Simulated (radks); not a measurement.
# Valence configurations of Al

Aim: which of several valence configurations of Al lies lowest at this level, and whether it is the one NIST lists ([Ne] 3s2 3p1).

Program: radks (a radial shooting solver on a logarithmic mesh, Libxc functionals) version 1. Level of theory: non-relativistic Kohn-Sham, BLYP, spin-polarised, spherical densities, point nucleus; open shells are filled with parallel spins first. These are calculated values, not measurements, unless marked.

### 1 The atom as given

* element: aluminium (Z = 13)
* charge: 0
* electrons: 13
* configuration: [Ne] 3s2 3p1
* others tried: 3s1.5 3p1.5; 3s1 3p2; 3s0.5 3p2.5; 3p3

The outer shells:

Al
```
[Ne] core
3s [↑↓]
3p [↑ ][  ][  ]
```

In the logs a row gives level, spin channel, occupation and eigenvalue; Etot, Ekin, Encl (electron-nucleus), Eh (Hartree) and Exc are energies, all in hartree; err is the last residual, it the number of iterations.

### 2 [Ne] 3s2 3p1

The run's settings:

```text
Z 13
configuration [Ne] 3s2 3p1
relativity non-relativistic
functional b88,lyp
spin polarised
nucleus point
```

Standard output:

```text
1s      1   1.0000         -55.44594766
2s      1   1.0000          -3.94760734
2p      1   3.0000          -2.55741379
3s      1   1.0000          -0.28771521
3p      1   1.0000          -0.10196671
1s      2   1.0000         -55.44411911
2s      2   1.0000          -3.94560677
2p      2   3.0000          -2.55479655
3s      2   1.0000          -0.26527564
3p      2   0.0000          -0.08183970
Etot -242.38021454048118
Ekin 242.01101209919435
Encl -578.7395045901674
Eh 112.8993947794828
Exc -18.551116828990914
err 1.5931904549977327e-09
it 14
```

Highest occupied level: 3p up at -2.775 eV.

Radial moments (bohr):

```
  level  occupation  energy (eV)     <r>  outermost maximum (interpolated)  90 % within  nodes
  2s up           1      -107.42  0.6286                             0.498        0.995      1
2s down           1      -107.37  0.6287                             0.498        0.995      1
  2p up           3      -69.591  0.6042                             0.428         1.02      0
2p down           3      -69.520  0.6042                             0.428         1.02      0
  3s up           1       -7.829   2.534                              2.07         3.89      2
3s down           1       -7.219   2.540                              2.05         3.93      2
  3p up           1       -2.775   3.425                              2.62         5.47      1
3p down           0       -2.227   3.586                              2.65         5.82      1
```

The radial density on a logarithmic grid:

```
r (bohr)  4πr²ρ (e/bohr)
 0.00387          0.2396
 0.00568          0.4927
 0.00841           1.005
  0.0124           1.956
  0.0181           3.627
  0.0266           6.273
  0.0394           9.881
  0.0578           13.29
  0.0849           14.54
   0.126           12.22
   0.185           8.959
   0.271           9.420
   0.398           12.39
   0.589           11.02
   0.864           5.295
    1.27           1.648
    1.88           1.213
    2.76           1.005
    4.05          0.4002
    5.94         0.07474
    8.79        0.005875
```

### 3 [Ne] 3s1.5 3p1.5

The run's settings:

```text
Z 13
configuration [Ne] 3s1.5 3p1.5
relativity non-relativistic
functional b88,lyp
spin polarised
nucleus point
```

Standard output:

```text
1s      1   1.0000         -55.47288270
2s      1   1.0000          -3.97450296
2p      1   3.0000          -2.58427217
3s      1   1.0000          -0.31017400
3p      1   1.5000          -0.11840917
1s      2   1.0000         -55.46786806
2s      2   1.0000          -3.96866564
2p      2   3.0000          -2.57739503
3s      2   0.5000          -0.26122506
3p      2   0.0000          -0.07655717
Etot -242.30369814252748
Ekin 241.94349277911593
Encl -578.3107216470585
Eh 112.61338154276478
Exc -18.5498508173497
err 1.6209244896869206e-10
it 14
```

E − E(step 2, [Ne] 3s2 3p1) = +2.082 eV. 3p up is the highest filled level (-3.222 eV).

### 4 [Ne] 3s1 3p2

The run's settings:

```text
Z 13
configuration [Ne] 3s1 3p2
relativity non-relativistic
functional b88,lyp
spin polarised
nucleus point
```

Standard output:

```text
1s      1   1.0000         -55.49433830
2s      1   1.0000          -3.99637972
2p      1   3.0000          -2.60605245
3s      1   1.0000          -0.32931892
3p      1   2.0000          -0.13237275
1s      2   1.0000         -55.48590623
2s      2   1.0000          -3.98641736
2p      2   3.0000          -2.59460200
3s      2   0.0000          -0.23413427
3p      2   0.0000          -0.04261015
Etot -242.2388042640381
Ekin 241.88901540476704
Encl -577.9483056172484
Eh 112.38779227470832
Exc -18.56730632626511
err 1.4594750761739785e-10
it 14
```

Energy against step 2 ([Ne] 3s2 3p1): +3.848 eV. 3p up is the highest filled level (-3.602 eV).

### 5 [Ne] 3s0.5 3p2.5

The run's settings:

```text
Z 13
configuration [Ne] 3s0.5 3p2.5
relativity non-relativistic
functional b88,lyp
spin polarised
nucleus point
```

Standard output:

```text
1s      1   1.0000         -55.52546145
2s      1   1.0000          -4.02654186
2p      1   3.0000          -2.63615147
3s      1   0.5000          -0.34205096
3p      1   2.5000          -0.14271399
1s      2   1.0000         -55.51765242
2s      2   1.0000          -4.01751255
2p      2   3.0000          -2.62529634
3s      2   0.0000          -0.24999224
3p      2   0.0000          -0.05169915
Etot -242.1397201689447
Ekin 241.79081687863865
Encl -577.4287616486367
Eh 112.04181175093588
Exc -18.54358714988254
err 1.8467401135824062e-10
it 14
```

E − E(step 2, [Ne] 3s2 3p1) = +6.544 eV. Highest occupied level: 3p up at -3.883 eV.

### 6 [Ne] 3p3

The run's settings:

```text
Z 13
configuration [Ne] 3p3
relativity non-relativistic
functional b88,lyp
spin polarised
nucleus point
```

Standard output:

```text
1s      1   1.0000         -55.55562854
2s      1   1.0000          -4.05575944
2p      1   3.0000          -2.66529760
3p      1   3.0000          -0.15248258
1s      2   1.0000         -55.54845321
2s      2   1.0000          -4.04771705
2p      2   3.0000          -2.65508305
3p      2   0.0000          -0.06082143
Etot -242.03952032481277
Ekin 241.69157264742424
Encl -576.917994586622
Eh 111.70881341831513
Exc -18.521911803930138
err 2.6808808599203507e-10
it 14
```

E − E(step 2, [Ne] 3s2 3p1) = +9.271 eV. The top filled level is 3p up, -4.149 eV.

### 7 Results

```
    valence  E − E(NIST configuration) (eV)  moment (μB)  highest level  its energy (eV)  1s shift (eV)
    3s2 3p1                           0.000            1          3p up           -2.775          +0.00
3s1.5 3p1.5                           2.082            2          3p up           -3.222          -0.73
    3s1 3p2                           3.848            3          3p up           -3.602          -1.32
3s0.5 3p2.5                           6.544            3          3p up           -3.883          -2.16
        3p3                           9.271            3          3p up           -4.149          -2.98
```

In words: The NIST configuration is the lowest of those tried, 2.082 eV under 3s1.5 3p1.5. The energies are those of spherical high-spin densities, not of single terms. The 1s eigenvalue shifts by up to 2.98 eV as the valence charge is rearranged.
